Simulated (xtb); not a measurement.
**CH5BOSSi (SMILES BOC([SiH3])=S): GFN-FF (ALPB dioxane, imaginary cutoff -100 1/cm, symmetry threshold 0.01)**

Aim: vibrations with a bias potential of CH5BOSSi. 

The results are computed with xtb 6.7.1.

5 further runs of the same task are left out: 3 that didn't finish, 2 set aside as unsound or not needed.

**1. Starting point**

The species is CH5BOSSi (10 atoms), meant as a singlet with charge 0. SMILES: `BOC([SiH3])=S`. Geometry: optimised at GFN2-xTB. This is one conformer, not always the lowest.

Bond lengths: B1–O2 1.337 Å, O2–C3 1.343 Å, C3–Si4 1.914 Å, C3–S5 1.632 Å, B1–H6 1.178 Å, B1–H7 1.170 Å, Si4–H8 1.456 Å, Si4–H9 1.463 Å, Si4–H10 1.462 Å. Some angles: B1–O2–C3 127.8°, O2–C3–Si4 124.0°, O2–C3–S5 116.7°, Si4–C3–S5 119.3°, O2–B1–H6 122.3°, O2–B1–H7 114.9°, C3–Si4–H8 105.0°, C3–Si4–H9 108.0°, C3–Si4–H10 108.2°, H6–B1–H7 122.8°.

**2. Vibrations with a bias potential at GFN-FF (ALPB dioxane, imaginary cutoff -100 1/cm, symmetry threshold 0.01)**

input.inp

```
$thermo
   imagthr=-100
   temp=373.15
$symmetry
   desy=0.01
$end
```

geom.xyz

```xyz
10

B     -0.58226     1.76330     0.26422
O     -0.72946     0.96352    -0.79682
C     -0.29038    -0.29659    -0.94492
Si     0.68167    -1.25492     0.39659
S     -0.62174    -1.02713    -2.36613
H     -0.01479     1.41939     1.23723
H     -1.05850     2.82620     0.14992
H      0.95459    -2.55748    -0.19453
H     -0.17122    -1.36616     1.57974
H      1.91520    -0.52124     0.67770
```

On the command line:

```bash
$ xtb geom.xyz --chrg 0 -u 0 --alpb dioxane -I input.inp --bhess vtight --dipole --gfnff | tee geom.out
```

Q: Predict the results. Wanted: steric energy; dipole moment; dispersion energy; solvent term in the energy; lowest harmonic wavenumber; highest harmonic wavenumber; zero-point energy.

Computed results:

At GFN-FF (ALPB dioxane, imaginary cutoff -100 1/cm, symmetry threshold 0.01):

| quantity | value |
| --- | --- |
| steric energy (arbitrary zero) | -1.17533 Eh |
| dipole moment (from atomic charges) | 3.17 D |
| dispersion energy | -13.77 kJ/mol |
| solvent term in the energy | -26.8 kJ/mol |
| lowest harmonic wavenumber | 93 cm⁻¹ |
| highest harmonic wavenumber | 2396 cm⁻¹ |
| zero-point energy | 130.8 kJ/mol |

In words: All 24 modes are real. The vibrations are taken at a shape not relaxed at this level, so they aren't the harmonic values of a minimum.
